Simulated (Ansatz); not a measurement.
# AlFH5NO: the cost of one run

All numbers below are computed with Ansatz 0.2.0 (RKS PBE/def2-SVP).

### Step 1. Starting point

Bond lengths: Al1–F2 2.040 Å, Al1–N3 1.920 Å, N3–H4 1.060 Å, N3–H5 1.060 Å, Al1–H6 1.560 Å, Al1–O7 2.080 Å, O7–H8 1.010 Å. Angles: F2–Al1–N3 120.0°, F2–Al1–H6 120.0°, F2–Al1–O7 71.6°, N3–Al1–H6 120.0°, N3–Al1–O7 96.8°, H6–Al1–O7 101.3°, Al1–N3–H4 120.0°, Al1–N3–H5 120.0°, H4–N3–H5 120.0°, Al1–O7–H8 109.5°.

Coordinates:

```xyz
9

Al    0.0000    0.0000    0.0000
F     0.0000    0.0000    2.0400
N     1.6627    0.0000   -0.9600
H     2.1293   -0.9179   -1.2118
H     2.1141    0.9179   -1.2382
H    -1.3510    0.0000   -0.7800
O     0.0932    1.9717    0.6559
H     0.4919    2.0000    1.5834
H     0.0564    1.1931    1.7520
```

### Step 2. Pulling towards end A

Springs on the bonds that form and break draw the guess towards this end; the thresholds are loose.

Contents of input.yaml:

```yaml
crystal:
  periodic: [false, false, false]
  atoms:
    - { symbol: Al, position_ang: [0.0, 0.0, 0.0] }
    - { symbol: F, position_ang: [0.0, 0.0, 2.04] }
    - { symbol: "N", position_ang: [1.6627, 0.0, -0.96] }
    - { symbol: H, position_ang: [2.1293, -0.9179, -1.2118] }
    - { symbol: H, position_ang: [2.1141, 0.9179, -1.2382] }
    - { symbol: H, position_ang: [-1.351, 0.0, -0.78] }
    - { symbol: O, position_ang: [0.0932, 1.9717, 0.6559] }
    - { symbol: H, position_ang: [0.4919, 2.0, 1.5834] }
    - { symbol: H, position_ang: [0.0564, 1.1931, 1.752] }
basis:
  gaussian: { orbitals: def2-SVP }
hamiltonian:
  xc: pbe
relax:
  f_tol: 0.15
  max_steps: 25
  restrain:
    - { distance: [0, 6], at: 2.98, k: 30.0 }
    - { distance: [8, 1], at: 2.12, k: 30.0 }
    - { distance: [0, 1], at: 1.69, k: 30.0 }
    - { distance: [8, 6], at: 1.01, k: 30.0 }
```

The run is started by

```sh
$ ansatz run input.yaml --threads 2 --pin off --max-ram 3072MiB --backend cpu --events-out ev --progress --plain --runs-dir out
```

Q: Estimate wall time and peak memory on 2 threads of AMD EPYC 9R45 (Zen 5), shared host.

About 12 s, with a peak of 0.16 GiB.
